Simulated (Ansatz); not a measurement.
# Cu (Fm-3m): scan of the energy under strain in Python

What does a strain cost in Cu (Fm-3m)? Wanted for Cu (Fm-3m): a scan of the energy under strain.

All numbers are computed with the Python package of Ansatz 0.2.0. Level of theory: DFT r2SCAN, plane waves, PAW.

## (1) Starting point

The structure is cubic, space group Fm-3m (No. 225). Conventional cell: a = 3.615 Å, b = 3.615 Å, c = 3.615 Å, α = 90.00°, β = 90.00°, γ = 90.00°. Around Cu (site symmetry m-3m) lie 12 Cu at 2.56 Å.

The script holds or builds the structure itself.

## (2) Script

Contents of cu_strain.py:

```python
import warnings

import ansatz as az
import matplotlib.pyplot as plt
import numpy as np

vectors0 = np.array([
    [0.0, 1.8075, 1.8075],
    [1.8075, 0.0, 1.8075],
    [1.8075, 1.8075, 0.0],
])
sites = [
    ("Cu", [0.0, 0.0, 0.0]),
]


def on_lattice(cell):
    crystal = az.Crystal(lattice=az.Lattice.of(cell))
    for symbol, position in sites:
        crystal = crystal.atom(symbol, position)
    return crystal

warnings.simplefilter("ignore", az.DeckWarning)

values = np.linspace(-0.03, 0.03, 5)
energies = []
for d in values:
    strain = np.diag([d, d, 0])
    cell = vectors0 @ (np.eye(3) + strain)
    setup = on_lattice(cell).calculation()
    setup = setup.functional(az.Functional.R2SCAN)
    setup = setup.pseudopotentials("paw")
    setup = setup.occupations("gaussian", width=0.15)
    setup = setup.basis(520).kpoints(16, 16, 16)
    report = setup.run(threads=1, backend="cpu").report
    energies.append(report["free_energy_ev"] / len(sites))
    print(f"d = {d:+.4f}  F = {energies[-1]:.5f} eV/atom")
energies = np.array(energies)

for value, e in zip(values, energies):
    print(f"strain {value:7.3f}   E - Emin = {1000 * (e - energies.min()):9.3f} meV/atom")
plt.figure(figsize=(4.5, 3))
plt.plot(values, 1000 * (energies - energies.min()), "o-")
plt.xlabel("strain")
plt.ylabel("meV/atom")
plt.tight_layout()
plt.savefig("strain.png", dpi=100)
curvature = 2 * np.polyfit(values, energies, 3)[1]
volume = abs(np.linalg.det(vectors0)) / len(sites)
print(f"d2E/dd2 over the volume: {curvature / volume * 160.21766:.1f} GPa")
```

## (3) The input behind the calls

The engine receives this input (first run):

```yaml
crystal:
  lattice:
    - [0.0, 1.7532750000000001, 1.8075]
    - [1.7532750000000001, 0.0, 1.8075]
    - [1.7532750000000001, 1.7532750000000001, 0.0]
  atoms:
    - { symbol: Cu, position: [0.0, 0.0, 0.0] }
basis:
  ecutwfc: 520.0
kpoints:
  mp_grid:
    grid: [16, 16, 16]
hamiltonian:
  xc: r2scan
  pseudopotentials:
    kind: paw
scf:
  occupations:
    method: gaussian
    width: 0.15
```

## (4) Launch

On the command line:

```console
> python cu_strain.py
```

**Question.** How much energy does this biaxial strain cost, and what curvature follows?

As calculated:

| quantity | value |
| --- | --- |
| curvature under the strain | 601.5 GPa |
| runs compared | 5 |
| range of energy | 43.67 meV/atom |
| lowest point, strain | -0.015 |

What this shows: Against the unstrained cell the energy per atom changes by +1.34 meV at one end of the scan and +38.51 meV at the other, and its second derivative over the volume is 601.5 GPa. Reading the output:
- The curvature belongs to this strain pattern and to the cell's stress; it equals a single elastic constant only for simple patterns.
- In a metal a curvature from energy changes of a few meV or less hangs on mesh and smearing, in size and even in sign.
- The ions keep their fractional positions (clamped ions).
